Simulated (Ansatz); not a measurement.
# HBr with CH₄: superposition error and deformation

Aim: split the binding of a pair into the counterpoise interaction, the basis-set superposition error and the cost of deforming the fragments.

Computed with Ansatz 0.2.0, Gaussian basis. Level: PBE0-D4 structures, single points in def2-TZVPPD.

Levels: PBE-D4, revPBE-D4, BLYP-D4, r2SCAN-D4, B97M-V, PBE0-D4, B3LYP-D4, HSE06-D4, wB97X-V, wB97M-V, B2PLYP, Hartree-Fock, MP2, CCSD, CCSD(T).

Correlated methods freeze the cores. Filled d shells of the heavier atoms are correlated. B3LYP uses VWN-RPA correlation. B2PLYP carries no dispersion term here.

23 further runs of the same task are left out: 23 set aside as unsound or not needed.

### Step 1. Where the work starts

The relaxed pair: 7 atoms, charge 0, spin multiplicity 1.

Atoms are counted from 1 here; the program's logs count them from 0.

Bond lengths: Br1–H2 1.422 Å, C3–H4 1.091 Å, C3–H5 1.091 Å, C3–H6 1.091 Å, C3–H7 1.090 Å. Angles: H4–C3–H5 110.0°, H4–C3–H6 110.0°, H4–C3–H7 109.0°, H5–C3–H6 110.0°, H5–C3–H7 109.0°, H6–C3–H7 109.0°.

Geometry (Å):

```mol
CH5Br
  3D, bonds by distance, orders not assigned

  7  5  0  0  0  0  0  0  0  0999 V2000
   -0.1458   -0.3496   -3.0412 Br  0  0
   -0.0810   -0.1816   -1.6303 H   0  0
    0.0451    0.1057    0.9292 C   0  0
   -0.1566   -0.9406    0.6976 H   0  0
   -0.7582    0.7340    0.5430 H   0  0
    0.9970    0.4072    0.4909 H   0  0
    0.0994    0.2250    2.0108 H   0  0
  1  2  8  0
  3  4  8  0
  3  5  8  0
  3  6  8  0
  3  7  8  0
M  END
```

Atoms 1 to 2 are fragment A (HBr), the rest fragment B (CH₄). From earlier runs, pair energy (eV) and counterpoise interaction (meV):

```csv
method,E(pair),interaction
PBE-D4,-71153.34399,-55
revPBE-D4,-71159.55096,-36
BLYP-D4,-71165.64110,-33
r2SCAN-D4,-71164.44442,-48
B97M-V,-71153.10458,-45
PBE0-D4,-71156.08689,-50
B3LYP-D4,-71166.83767,-39
HSE06-D4,-71156.11595,-50
wB97X-V,-71158.87532,-42
wB97M-V,-71160.61085,-41
B2PLYP,-71154.06102,-19
MP2,-71122.59353,-45
CCSD(T),-71123.82759,-38
```

First each fragment is run alone in its own basis, frozen in the shape it has in the pair (a, b).

### Step 2. CCSD(T)/def2-TZVPPD

a/in.yaml reads:

```yaml
crystal:
  periodic: [false, false, false]
  atoms:
    - {symbol: Br, position_ang: [-0.145795, -0.349601, -3.041176]}
    - {symbol: H, position_ang: [-0.080963, -0.181619, -1.630328]}
basis:
  gaussian: {orbitals: "def2-TZVPPD.json"}
correlation: {method: ccsd_t}
```

b/in.yaml reads:

```yaml
crystal:
  periodic: [false, false, false]
  atoms:
    - {symbol: C, position_ang: [0.045095, 0.105711, 0.929222]}
    - {symbol: H, position_ang: [-0.156592, -0.940646, 0.697570]}
    - {symbol: H, position_ang: [-0.758170, 0.734030, 0.542974]}
    - {symbol: H, position_ang: [0.997028, 0.407218, 0.490919]}
    - {symbol: H, position_ang: [0.099397, 0.225008, 2.010819]}
basis:
  gaussian: {orbitals: "def2-TZVPPD.json"}
correlation: {method: ccsd_t}
```

The basis file named in the input lies beside it (Basis Set Exchange, JSON).

The command line of these runs was not kept.

a printed:

```text
Functional definition: HF
  name "HF"
  cite "Fock, Z. Phys. 61, 126 (1930) doi:10.1007/BF01340294"
  parent pbe
  exchange = exact_x
  correlation = 0
448 factors; integrals over basis functions are off by at most 1.5e-3 eV
mean field evaluation 1: about -70014.5556 eV, gradient 9.3e0 eV
mean field evaluation 2: about -70014.5750 eV, gradient 9.4e0 eV
mean field evaluation 4: about -70014.9504 eV, gradient 1.2e0 eV
mean field evaluation 8: about -70014.9578 eV, gradient 7.6e-5 eV
mean field evaluation 16: about -70014.9204 eV, gradient 1.1e0 eV
mean field -70014.95784198 eV, -2573.0022428497 hartree, gradient 1.7e-6 eV, S^2 0.000000; 0 other end points of the search recorded, 0 dependent functions left out
9 core orbitals not correlated: weight in the atoms' cores, before any rotation towards them, 1.000 or more for the frozen orbitals, at most 0.000 for the correlated occupied ones
reference -70014.95784198 eV, -2573.0022428497 hartree; 9, 9 occupied and 56, 56 virtual orbitals, 448 factors
second order -7.88009236 eV of doubles, -0.00000000 eV of singles
cycle   1  -7.96306557 eV  change   -8.3e-2 eV  update   4.5e-2
cycle   2  -8.14855189 eV  change   -1.9e-1 eV  update   1.2e-2
cycle   3  -8.15070313 eV  change   -2.2e-3 eV  update   3.9e-3
cycle   4  -8.15009601 eV  change    6.1e-4 eV  update   8.9e-4
cycle   5  -8.15017878 eV  change   -8.3e-5 eV  update   1.9e-4
cycle   6  -8.15008128 eV  change    9.7e-5 eV  update   5.0e-5
cycle   7  -8.15007846 eV  change    2.8e-6 eV  update   1.3e-5
perturbative correction -0.24569339 eV, -0.0090290656 hartree
Total energy: -70023.35361383 eV, -2573.3107817744 hartree
```

Log of b:

```text
[... 6 set-up lines as earlier in the session ...]
575 factors; integrals over basis functions are off by at most 9.7e-4 eV
mean field evaluation 1: about -1093.0938 eV, gradient 2.2e1 eV
mean field evaluation 2: about -1093.0938 eV, gradient 2.2e1 eV
mean field evaluation 4: about -1094.2768 eV, gradient 1.5e0 eV
mean field evaluation 8: about -1094.2885 eV, gradient 2.1e-4 eV
mean field evaluation 16: about -1094.2883 eV, gradient 2.0e-1 eV
mean field -1094.28848480 eV, -40.2143600812 hartree, gradient 1.5e-6 eV, S^2 0.000000; 0 other end points of the search recorded, 0 dependent functions left out
1 core orbitals not correlated: weight in the atoms' cores, before any rotation towards them, 1.000 or more for the frozen orbitals, at most 0.000 for the correlated occupied ones
reference -1094.28848480 eV, -40.2143600812 hartree; 4, 4 occupied and 100, 100 virtual orbitals, 575 factors
second order -5.39766382 eV of doubles, -0.00000000 eV of singles
cycle   1  -5.79008594 eV  change   -3.9e-1 eV  update   4.3e-2
cycle   2  -5.93503142 eV  change   -1.4e-1 eV  update   1.2e-2
cycle   3  -5.95099028 eV  change   -1.6e-2 eV  update   3.5e-3
cycle   4  -5.95072163 eV  change    2.7e-4 eV  update   8.1e-4
cycle   5  -5.95074802 eV  change   -2.6e-5 eV  update   1.8e-4
cycle   6  -5.95077210 eV  change   -2.4e-5 eV  update   5.1e-5
cycle   7  -5.95077973 eV  change   -7.6e-6 eV  update   1.1e-5
cycle   8  -5.95078345 eV  change   -3.7e-6 eV  update   2.6e-6
perturbative correction -0.17225410 eV, -0.0063302214 hartree
Total energy: -1100.41152235 eV, -40.4393775608 hartree
```

Wall times: 0.75 s (a), 1.4 s (b) on 2 threads, shared host; peak memory 0.35 GiB.

### Step 3. Relaxing HBr alone

relax-a/in.yaml reads:

```yaml
crystal:
  periodic: [false, false, false]
  atoms:
    - {symbol: Br, position_ang: [-0.145795, -0.349601, -3.041176]}
    - {symbol: H, position_ang: [-0.080963, -0.181619, -1.630328]}
basis:
  gaussian: {orbitals: def2-TZVP}
hamiltonian: {xc: pbe0, dispersion: d4}
relax: {f_tol: 0.005, max_steps: 200}
```

Output:

```text
Functional definition: PBE0
  name "PBE0"
  cite "Adamo & Barone, J. Chem. Phys. 110, 6158 (1999) doi:10.1063/1.478522"
  cite "Perdew, Burke & Ernzerhof, Phys. Rev. Lett. 77, 3865 (1996) doi:10.1103/PhysRevLett.77.3865"
[... 1 set-up line as earlier in the session ...]
  parameter a = 0.25
  parameter kappa = 0.804
  parameter beta = 0.06672455060314922
  exchange = (1 - a)*pbe_x(kappa = kappa, mu = beta*pi^2/3) + a*exact_x
  correlation = pbe_c(beta = beta)
457 factors; their error is unknown
mean field evaluation 1: about -70054.0303 eV, gradient 6.5e0 eV
mean field evaluation 2: about -70054.0971 eV, gradient 3.5e0 eV
mean field evaluation 4: about -70054.1319 eV, gradient 7.0e-2 eV
mean field evaluation 8: about -70054.5727 eV, gradient 7.7e-3 eV
mean field -70054.57274211 eV, -2574.4580635776 hartree, gradient 2.1e-5 eV, S^2 0.000000; 0 other end points of the search recorded, 0 dependent functions left out
the calculation of the forces begins
reference -70054.57275939 eV, -2574.4580642125 hartree; 18, 18 occupied and 36, 36 virtual orbitals, 457 factors
relax step   1: F+E_penalty+E_count = -70054.57826201 eV  Δ(F+E_penalty+E_count) = +0.000e0 eV  max|allowed force component| = 4.485e-2 eV/Å  Δτ_max = 0.0000 Å  (23 SCF iters, accepted)
these checks for a lower state are left out or cut short: starts, cluster_reference, orbital_swaps, neighbouring_geometries, increment
457 factors; their error is unknown
mean field evaluation 16: about -70054.1322 eV, gradient 1.2e-4 eV
mean field -70054.57278077 eV, -2574.4580649983 hartree, gradient 9.2e-6 eV, S^2 0.000000; 0 other end points of the search recorded, 0 dependent functions left out
the calculation of the forces begins
reference -70054.57279804 eV, -2574.4580656332 hartree; 18, 18 occupied and 36, 36 virtual orbitals, 457 factors
relax step   2: F+E_penalty+E_count = -70054.57830019 eV  Δ(F+E_penalty+E_count) = -3.819e-5 eV  max|allowed force component| = 8.116e-3 eV/Å  Δτ_max = 0.0007 Å  (29 SCF iters, accepted)
these checks for a lower state are left out or cut short: starts, cluster_reference, orbital_swaps, neighbouring_geometries, increment
457 factors; their error is unknown
mean field -70054.57278216 eV, -2574.4580650494 hartree, gradient 9.1e-6 eV, S^2 0.000000; 0 other end points of the search recorded, 0 dependent functions left out
the calculation of the forces begins
reference -70054.57279944 eV, -2574.4580656843 hartree; 18, 18 occupied and 36, 36 virtual orbitals, 457 factors
relax step   3: F+E_penalty+E_count = -70054.57830148 eV  Δ(F+E_penalty+E_count) = -1.286e-6 eV  max|allowed force component| = 1.256e-5 eV/Å  Δτ_max = 0.0002 Å  (29 SCF iters, accepted)
457 factors; their error is unknown
mean field evaluation 32: about -70054.1322 eV, gradient 1.2e-4 eV
mean field -70054.57278216 eV, -2574.4580650494 hartree, gradient 9.1e-6 eV, S^2 0.000000; 1 other end points of the search recorded, 0 dependent functions left out
the calculation of the forces begins
reference -70054.57279944 eV, -2574.4580656843 hartree; 18, 18 occupied and 36, 36 virtual orbitals, 457 factors
Total energy: -70054.57831875 eV, -2574.4582685156 hartree
Atom 0 at    -0.145755    -0.349498    -3.040311 Å, force    -0.000001    -0.000001    -0.000013 eV/Å
Atom 1 at    -0.081003    -0.181722    -1.631193 Å, force     0.000001     0.000001     0.000013 eV/Å
Dipole moment:     0.009041     0.023425     0.196743 e Å
```

It took 1.7 s on 2 threads, shared host; peak memory 0.1 GiB.

The steps of the relaxation:

```csv
step,energy from step 1 (eV),largest force component (eV/Å)
1,0.0000,0.0449
2,0.0000,0.0081
3,0.0000,0.0000
```

The bond:

```csv
bond,before (Å),after (Å),change (Å)
Br1–H2,1.422,1.421,-0.002
```

### Step 4. Relaxing CH₄ alone

relax-b/in.yaml reads:

```yaml
crystal:
  periodic: [false, false, false]
  atoms:
    - {symbol: C, position_ang: [0.045095, 0.105711, 0.929222]}
    - {symbol: H, position_ang: [-0.156592, -0.940646, 0.697570]}
    - {symbol: H, position_ang: [-0.758170, 0.734030, 0.542974]}
    - {symbol: H, position_ang: [0.997028, 0.407218, 0.490919]}
    - {symbol: H, position_ang: [0.099397, 0.225008, 2.010819]}
basis:
  gaussian: {orbitals: def2-TZVP}
hamiltonian: {xc: pbe0, dispersion: d4}
relax: {f_tol: 0.005, max_steps: 200}
```

Output:

```text
[... 10 set-up lines as earlier in the session ...]
356 factors; their error is unknown
mean field evaluation 1: about -1096.8639 eV, gradient 4.5e1 eV
mean field evaluation 2: about -1096.2130 eV, gradient 4.5e1 eV
mean field evaluation 4: about -1101.3627 eV, gradient 5.4e-2 eV
mean field evaluation 8: about -1101.3556 eV, gradient 4.7e-3 eV
mean field -1101.35561458 eV, -40.4740723103 hartree, gradient 5.9e-5 eV, S^2 0.000000; 0 other end points of the search recorded, 0 dependent functions left out
the calculation of the forces begins
reference -1101.35563450 eV, -40.4740730420 hartree; 5, 5 occupied and 50, 50 virtual orbitals, 356 factors
relax step   1: F+E_penalty+E_count = -1101.37470625 eV  Δ(F+E_penalty+E_count) = +0.000e0 eV  max|allowed force component| = 8.212e-2 eV/Å  Δτ_max = 0.0000 Å  (20 SCF iters, accepted)
these checks for a lower state are left out or cut short: starts, cluster_reference, orbital_swaps, neighbouring_geometries, increment
356 factors; their error is unknown
mean field evaluation 16: about -1101.3563 eV, gradient 2.3e-1 eV
mean field -1101.35633141 eV, -40.4740986531 hartree, gradient 2.2e-5 eV, S^2 0.000000; 0 other end points of the search recorded, 0 dependent functions left out
the calculation of the forces begins
reference -1101.35635131 eV, -40.4740993846 hartree; 5, 5 occupied and 50, 50 virtual orbitals, 356 factors
relax step   2: F+E_penalty+E_count = -1101.37542201 eV  Δ(F+E_penalty+E_count) = -7.158e-4 eV  max|allowed force component| = 4.345e-2 eV/Å  Δτ_max = 0.0041 Å  (23 SCF iters, accepted)
these checks for a lower state are left out or cut short: starts, cluster_reference, orbital_swaps, neighbouring_geometries, increment
356 factors; their error is unknown
mean field -1101.35639239 eV, -40.4741008941 hartree, gradient 2.2e-5 eV, S^2 0.000000; 0 other end points of the search recorded, 0 dependent functions left out
the calculation of the forces begins
reference -1101.35641229 eV, -40.4741016256 hartree; 5, 5 occupied and 50, 50 virtual orbitals, 356 factors
relax step   3: F+E_penalty+E_count = -1101.37548258 eV  Δ(F+E_penalty+E_count) = -6.057e-5 eV  max|allowed force component| = 8.318e-4 eV/Å  Δτ_max = 0.0016 Å  (23 SCF iters, accepted)
356 factors; their error is unknown
mean field evaluation 32: about -1101.3564 eV, gradient 1.6e-3 eV
mean field -1101.35639239 eV, -40.4741008941 hartree, gradient 2.2e-5 eV, S^2 0.000000; 1 other end points of the search recorded, 0 dependent functions left out
the calculation of the forces begins
reference -1101.35641229 eV, -40.4741016256 hartree; 5, 5 occupied and 50, 50 virtual orbitals, 356 factors
Total energy: -1101.37550249 eV, -40.4748031774 hartree
Atom 0 at     0.045351     0.106262     0.934284 Å, force     0.000042     0.000090     0.000832 eV/Å
Atom 1 at    -0.156077    -0.937232     0.693666 Å, force     0.000004     0.000037    -0.000096 eV/Å
Atom 2 at    -0.755391     0.731129     0.539690 Å, force     0.000039    -0.000039    -0.000102 eV/Å
Atom 3 at     0.993216     0.405552     0.487823 Å, force    -0.000056    -0.000021    -0.000099 eV/Å
Atom 4 at     0.099659     0.225610     2.016040 Å, force    -0.000028    -0.000067    -0.000534 eV/Å
Dipole moment:     0.000000     0.000000     0.000003 e Å
```

It took 1.3 s on 2 threads, shared host; peak memory 0.09 GiB.

Relaxation path:

```csv
step,energy from step 1 (eV),largest force component (eV/Å)
1,0.0000,0.0821
2,-0.0007,0.0435
3,-0.0008,0.0008
```

Close pairs (by a distance rule), those that changed most:

```csv
bond,before (Å),after (Å),change (Å)
C1–H3,1.091,1.090,-0.001
C1–H2,1.091,1.090,-0.001
C1–H4,1.091,1.090,-0.001
C1–H5,1.090,1.090,+0.000
```

### Step 5. CCSD(T)/def2-TZVPPD

free-a/in.yaml reads:

```yaml
crystal:
  periodic: [false, false, false]
  atoms:
    - {symbol: Br, position_ang: [-0.145755, -0.349498, -3.040311]}
    - {symbol: H, position_ang: [-0.081003, -0.181722, -1.631193]}
basis:
  gaussian: {orbitals: "def2-TZVPPD.json"}
correlation: {method: ccsd_t}
```

free-b/in.yaml reads:

```yaml
crystal:
  periodic: [false, false, false]
  atoms:
    - {symbol: C, position_ang: [0.045351, 0.106262, 0.934284]}
    - {symbol: H, position_ang: [-0.156077, -0.937232, 0.693666]}
    - {symbol: H, position_ang: [-0.755391, 0.731129, 0.539690]}
    - {symbol: H, position_ang: [0.993216, 0.405552, 0.487823]}
    - {symbol: H, position_ang: [0.099659, 0.225610, 2.016040]}
basis:
  gaussian: {orbitals: "def2-TZVPPD.json"}
correlation: {method: ccsd_t}
```

Log of free-a:

```text
[... 6 set-up lines as earlier in the session ...]
448 factors; integrals over basis functions are off by at most 1.5e-3 eV
mean field evaluation 1: about -70014.5570 eV, gradient 9.3e0 eV
mean field evaluation 2: about -70014.5764 eV, gradient 9.4e0 eV
mean field evaluation 4: about -70014.9512 eV, gradient 1.2e0 eV
mean field evaluation 8: about -70014.9585 eV, gradient 7.5e-5 eV
mean field evaluation 16: about -70014.9212 eV, gradient 1.1e0 eV
mean field -70014.95852831 eV, -2573.0022680720 hartree, gradient 1.7e-6 eV, S^2 0.000000; 0 other end points of the search recorded, 0 dependent functions left out
9 core orbitals not correlated: weight in the atoms' cores, before any rotation towards them, 1.000 or more for the frozen orbitals, at most 0.000 for the correlated occupied ones
reference -70014.95852831 eV, -2573.0022680720 hartree; 9, 9 occupied and 56, 56 virtual orbitals, 448 factors
second order -7.87999955 eV of doubles, -0.00000000 eV of singles
cycle   1  -7.96291168 eV  change   -8.3e-2 eV  update   4.5e-2
cycle   2  -8.14824819 eV  change   -1.9e-1 eV  update   1.2e-2
cycle   3  -8.15038235 eV  change   -2.1e-3 eV  update   3.8e-3
cycle   4  -8.14977532 eV  change    6.1e-4 eV  update   8.9e-4
cycle   5  -8.14985623 eV  change   -8.1e-5 eV  update   1.9e-4
cycle   6  -8.14975825 eV  change    9.8e-5 eV  update   5.0e-5
cycle   7  -8.14975538 eV  change    2.9e-6 eV  update   1.3e-5
perturbative correction -0.24559986 eV, -0.0090256282 hartree
Total energy: -70023.35388354 eV, -2573.3107916862 hartree
```

Output in free-b:

```text
[... 6 set-up lines as earlier in the session ...]
583 factors; integrals over basis functions are off by at most 5.4e-4 eV
mean field evaluation 1: about -1093.0935 eV, gradient 2.2e1 eV
mean field evaluation 2: about -1093.0934 eV, gradient 2.2e1 eV
mean field evaluation 4: about -1094.2784 eV, gradient 1.5e0 eV
mean field evaluation 8: about -1094.2900 eV, gradient 2.1e-4 eV
mean field evaluation 16: about -1094.2898 eV, gradient 2.0e-1 eV
mean field -1094.29004934 eV, -40.2144175769 hartree, gradient 1.3e-6 eV, S^2 0.000000; 0 other end points of the search recorded, 0 dependent functions left out
1 core orbitals not correlated: weight in the atoms' cores, before any rotation towards them, 1.000 or more for the frozen orbitals, at most 0.000 for the correlated occupied ones
reference -1094.29004934 eV, -40.2144175769 hartree; 4, 4 occupied and 100, 100 virtual orbitals, 583 factors
second order -5.39723788 eV of doubles, -0.00000000 eV of singles
cycle   1  -5.78966434 eV  change   -3.9e-1 eV  update   4.3e-2
cycle   2  -5.93447009 eV  change   -1.4e-1 eV  update   1.2e-2
cycle   3  -5.95037856 eV  change   -1.6e-2 eV  update   3.5e-3
cycle   4  -5.95010729 eV  change    2.7e-4 eV  update   8.1e-4
cycle   5  -5.95013270 eV  change   -2.5e-5 eV  update   1.8e-4
cycle   6  -5.95015644 eV  change   -2.4e-5 eV  update   5.0e-5
cycle   7  -5.95016428 eV  change   -7.8e-6 eV  update   1.1e-5
cycle   8  -5.95016786 eV  change   -3.6e-6 eV  update   2.6e-6
perturbative correction -0.17213084 eV, -0.0063256916 hartree
Total energy: -1100.41234803 eV, -40.4394079040 hartree
```

Wall times: 0.81 s (free-a), 1.1 s (free-b) on 2 threads, shared host; peak memory 0.29 GiB.

### Step 6. The split

```csv
method,interaction with counterpoise (meV),without,superposition error,deformation,binding energy
PBE-D4,-55,-60,5,0,-55
revPBE-D4,-36,-41,5,0,-37
BLYP-D4,-33,-37,5,0,-33
r2SCAN-D4,-48,-52,4,1,-47
B97M-V,-45,-51,7,2,-43
PBE0-D4,-50,-54,5,1,-49
B3LYP-D4,-39,-43,4,1,-38
HSE06-D4,-50,-55,5,1,-49
wB97X-V,-42,-47,4,1,-41
wB97M-V,-41,-45,4,1,-40
B2PLYP,-19,-29,10,1,-18
Hartree-Fock,21,17,4,2,23
MP2,-45,-69,25,2,-43
CCSD,-29,-52,23,1,-28
CCSD(T),-38,-62,24,1,-37
```

### Step 7. Outcome

```
            quantity    value
interaction, CCSD(T)  -38 meV
 superposition error   24 meV
         deformation    1 meV
      binding energy  -37 meV
```

In this basis the superposition error is 24 meV for CCSD(T) and 5 meV on average for the plain functionals: correlated methods borrow far more, since they need many more functions to converge. Deformation takes back 3 % of the interaction. The free shapes are PBE0-D4 minima, so other methods can show a small negative deformation energy.
